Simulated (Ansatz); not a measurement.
Run this with Ansatz 0.2.0 through its Python package and show what comes out.

The script reads `hg.xyz`:
```text
1
Lattice="-1.87673644 1.87673644 1.91684485 1.87673644 -1.87673644 1.91684485 1.87673644 1.87673644 -1.91684485" Properties=species:S:1:pos:R:3 pbc="T T T"
Hg    0.00000000    0.00000000    1.91684485
```

`robust_hg.py`:
```python
"""Refuse a result for Hg that has doubts or was not closed by its thresholds."""

import warnings

import ansatz as az

XC = "pbesol"
CUTOFF_EV = 450
FILLING = "methfessel_paxton"
WIDTH_EV = 0.1

cell = az.Crystal.from_extxyz("hg.xyz")

calculation = (
    cell.calculation()
    .functional(XC)
    .basis(CUTOFF_EV)  # a bare number is in eV
    .kpoints(9, center="gamma")  # sampling of the Brillouin zone
    .occupations(FILLING, width=WIDTH_EV)
)

with warnings.catch_warnings(record=True) as caught:
    warnings.simplefilter("always")
    result = calculation.forces().stress().run(threads=1, pin="off")
for item in caught:
    if issubclass(item.category, (az.RunWarning, az.DeckWarning)):
        print(item.category.__name__, "-", str(item.message)[:120])
summary = result.report
doubts = summary["published_state_doubts"]
if doubts or summary.get("closed_by") != "deck_thresholds":
    print("rejected:", doubts, summary.get("closed_by"))
else:
    print(f"accepted: F = {summary['free_energy_ev']:.5f} eV")
```

Output of `python robust_hg.py`:
```text
accepted: F = -13667.97242 eV
```

Total energies depend on the potentials; only differences at equal settings carry meaning. A total without «per atom» is that of the cell as typed. The mesh is modest for a metal, so energies can be off by several to tens of meV an atom and pressures by half a GPa or more; differences at equal mesh fare better. Spin-orbit coupling, which matters for elements this heavy, is left out. This isn't the structure that Hg takes at ambient conditions. Run time: 2.9 s on 1 thread of Arm Neoverse N1 (shared host), peak memory 0.35 GiB.
